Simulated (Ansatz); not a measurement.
# CrC (triplet): from Hartree-Fock to the top rungs, def2-TZVPP

One table from this session's results is given with a row withheld; the runs are named, their logs left out.

Program: Ansatz 0.2.0, Gaussian basis. Level of theory: def2-TZVPP, core rule «outside noble gas», up to 10 orbitals frozen. These are calculated values, not measurements.

The runs, in order: UHF; ROHF; CCSD(T) on UHF.

2 further runs of the same task are left out: 2 set aside as unsound or not needed.

### The system

The geometry is a PBE0/def2-TZVP stationary point (not a proven minimum) of the parent state, kept for this charge and spin.

2 atoms, charge 0, spin multiplicity 3.

Atoms are counted from 1 here; the program's logs count them from 0.

Bond lengths: Cr1–C2 1.515 Å.

The first run:

The input, in.yaml:

```yaml
crystal:
  periodic: [false, false, false]
  atoms:
    - {symbol: Cr, position_ang: [0.000000, 0.000000, 0.000000]}
    - {symbol: C, position_ang: [0.000000, 0.000000, 1.514800]}
basis:
  gaussian: {orbitals: def2-TZVPP}
magnetization: {spin_polarized: true, initial_magnetization: 2}
hamiltonian: {xc: hf}
output: {orbitals: {seedname: orbitals}}
```

The run is started by

```sh
$ ansatz run in.yaml --threads 1 --pin off --events-out ev --progress --plain --max-ram 4096MiB --backend cpu
```

Among the steps run: UHF; ROHF; CCSD(T) on UHF.

One table of the session follows, with a row left open; its other results are not shown here.

It belongs to the step «Misses and costs». 

```
  method  from UCCSD(T) (kJ/mol)
    ROHF                 +1169.3
     UHF                       ?
    UMP2                  +209.0
   UCCSD                   +63.7
UCCSD(T)                       0
```

Q: Estimate the row for UHF from the others.

As computed: from UCCSD(T) (kJ/mol): +902.5. In the column «from UCCSD(T) (kJ/mol)» it lies between UMP2 (+209.0) and ROHF (+1169.3).

Caveats from the session: The determinant is far from a pure spin state, so its energy mixes those of several spin states (harmless only where they are near-degenerate, as at dissociation).
